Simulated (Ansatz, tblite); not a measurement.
# Ge15H24 ring rod (Ge14NH24): one state, many levels

One table from this session's results is given with a row withheld; the runs are named, their logs left out.

Method: as each input shows; program: Ansatz 0.2.0, Gaussian basis.

Plan: GFN1-xTB, GFN2-xTB, PBE-D4/def2-TZVP, r2SCAN-D4/def2-TZVP, HF/def2-TZVP, PBE-D4/def2-SVP, PBE0-D4/def2-SVP, MP2/def2-SVP.

2 further runs of the same task are left out: 2 set aside as unsound or not needed.

### The relaxed structure

The geometry is that of the doublet, from an earlier relaxation (PBE-D4/def2-SVP).

39 atoms, charge 0, spin multiplicity 2.

Bond lengths: Ge1–Ge8 2.454 Å, Ge1–Ge11 2.454 Å, Ge1–H16 1.583 Å, Ge2–Ge10 2.447 Å, Ge2–Ge11 2.443 Å, Ge2–Ge12 2.444 Å, Ge2–H17 1.562 Å, Ge3–Ge9 2.438 Å, Ge3–Ge13 2.438 Å, Ge3–H18 1.555 Å, Ge3–H19 1.556 Å, Ge4–Ge13 2.448 Å, Ge4–N15 1.902 Å, Ge4–H20 1.555 Å, Ge4–H21 1.563 Å, Ge5–Ge8 2.443 Å, Ge5–Ge10 2.447 Å, Ge5–Ge14 2.444 Å and more. Angles: Ge8–Ge1–Ge11 112.7°, Ge8–Ge1–H16 106.3°, Ge11–Ge1–H16 106.2°, Ge10–Ge2–Ge11 109.1°, Ge10–Ge2–Ge12 108.0°, Ge10–Ge2–H17 109.3°, Ge11–Ge2–Ge12 112.3°, Ge11–Ge2–H17 109.4°, Ge12–Ge2–H17 108.6°, Ge9–Ge3–Ge13 108.6°, Ge9–Ge3–H18 111.5°, Ge9–Ge3–H19 108.5°, Ge13–Ge3–H18 111.4°, Ge13–Ge3–H19 108.5°, H18–Ge3–H19 108.2°, Ge13–Ge4–N15 114.9°, Ge13–Ge4–H20 110.0°, Ge13–Ge4–H21 109.8° and more.

PBE0-D4/def2-TZVP was run before; its log isn't repeated, and its numbers join the tables.

Set-up of the first run:

Tight binding, by tblite at 300 K electronic temperature and without a spin-polarisation term:

```python
tblite.interface.Calculator('GFN1-xTB', numbers, positions, charge=0, uhf=1).singlepoint()
```

Tight binding, by tblite at 300 K electronic temperature and without a spin-polarisation term:

```python
tblite.interface.Calculator('GFN2-xTB', numbers, positions, charge=0, uhf=1).singlepoint()
```

start.molden holds the orbitals of an earlier run on this state, given as this run's starting guess.

Contents of in.yaml:

```yaml
crystal:
  periodic: [false, false, false]
  atoms:
    - {symbol: Ge, position_ang: [-1.273973, -1.276954, -0.016720]}
    - {symbol: Ge, position_ang: [1.633190, -1.199046, -2.877990]}
    - {symbol: Ge, position_ang: [-1.461284, -1.462694, 4.283692]}
    - {symbol: Ge, position_ang: [1.721305, -0.569644, 1.968173]}
    - {symbol: Ge, position_ang: [-1.200788, 1.623181, -2.886224]}
    - {symbol: Ge, position_ang: [1.741064, 1.752733, -0.187110]}
    - {symbol: Ge, position_ang: [-0.560570, 1.723322, 1.990735]}
    - {symbol: Ge, position_ang: [-2.581886, 0.306695, -1.359837]}
    - {symbol: Ge, position_ang: [-2.354928, 0.444191, 3.055650]}
    - {symbol: Ge, position_ang: [0.127918, 0.119392, -4.287065]}
    - {symbol: Ge, position_ang: [0.306175, -2.584528, -1.364688]}
    - {symbol: Ge, position_ang: [3.092768, 0.350520, -1.676594]}
    - {symbol: Ge, position_ang: [0.445559, -2.354269, 3.053853]}
    - {symbol: Ge, position_ang: [0.333703, 3.094706, -1.680512]}
    - {symbol: N, position_ang: [0.675129, 0.680893, 0.988720]}
    - {symbol: H, position_ang: [-2.310304, -2.314017, 0.580235]}
    - {symbol: H, position_ang: [2.515916, -2.116886, -3.781819]}
    - {symbol: H, position_ang: [-2.546953, -2.551303, 4.516647]}
    - {symbol: H, position_ang: [-0.964661, -0.966354, 5.672822]}
    - {symbol: H, position_ang: [2.704602, -1.177274, 0.928249]}
    - {symbol: H, position_ang: [2.554840, 0.210795, 3.036067]}
    - {symbol: H, position_ang: [-2.121492, 2.498357, -3.794457]}
    - {symbol: H, position_ang: [2.657925, 2.676044, 0.690135]}
    - {symbol: H, position_ang: [-1.155643, 2.736338, 0.972320]}
    - {symbol: H, position_ang: [0.231133, 2.523457, 3.075777]}
    - {symbol: H, position_ang: [-3.650784, -0.456601, -2.204017]}
    - {symbol: H, position_ang: [-3.360132, 1.272959, -0.416804]}
    - {symbol: H, position_ang: [-3.413546, 0.001548, 2.010996]}
    - {symbol: H, position_ang: [-3.052859, 1.434864, 4.038300]}
    - {symbol: H, position_ang: [-0.820269, -0.834518, -5.072343]}
    - {symbol: H, position_ang: [0.947808, 0.941331, -5.324795]}
    - {symbol: H, position_ang: [-0.462673, -3.637775, -2.223635]}
    - {symbol: H, position_ang: [1.261675, -3.380873, -0.426100]}
    - {symbol: H, position_ang: [4.265946, -0.376728, -0.962203]}
    - {symbol: H, position_ang: [3.715701, 1.344314, -2.704648]}
    - {symbol: H, position_ang: [0.001857, -3.419503, 2.016205]}
    - {symbol: H, position_ang: [1.441043, -3.045400, 4.036530]}
    - {symbol: H, position_ang: [-0.408329, 4.258261, -0.965449]}
    - {symbol: H, position_ang: [1.325831, 3.730486, -2.702090]}
basis:
  gaussian: {orbitals: def2-TZVP, fitting: {mean_field: def2-universal-jkfit}, initial_orbitals: start.molden}
magnetization: {spin_polarized: true, initial_magnetization: 1}
hamiltonian: {xc: pbe, dispersion: d4}
scf: {omitted_lower_state_checks: [starts]}
output: {forces: true, orbitals: {seedname: orbitals}}
```

Started as:

```bash
> ansatz run in.yaml --threads 4 --pin off --events-out ev --progress --plain --max-ram 66560MiB --backend cuda --devices 0, --max-vram 37GiB
```

Among the steps run: PBE-D4/def2-TZVP; r2SCAN-D4/def2-TZVP; HF/def2-TZVP; PBE-D4/def2-SVP; PBE0-D4/def2-SVP; MP2/def2-SVP.

One of the session's tables, all rows but one given; the rest of the session is left out.

It belongs to the step «Binding energy». 

```
              level  binding an atom (eV)
        HF/def2-SVP                 1.972
       HF/def2-TZVP                 1.972
    PBE-D4/def2-SVP                 2.838
   PBE-D4/def2-TZVP                 2.836
r2SCAN-D4/def2-TZVP                 2.865
   PBE0-D4/def2-SVP                 2.828
  PBE0-D4/def2-TZVP                     ?
       MP2/def2-SVP                 2.643
```

Estimate the missing values for PBE0-D4/def2-TZVP.

As computed: binding an atom (eV): 2.827. In the column «binding an atom (eV)» it lies between MP2/def2-SVP (2.643) and PBE0-D4/def2-SVP (2.828).

To keep in mind: Free atoms were run apart at each level; binding is atoms less cluster, divided by the number of atoms, without zero-point or spin-orbit terms.
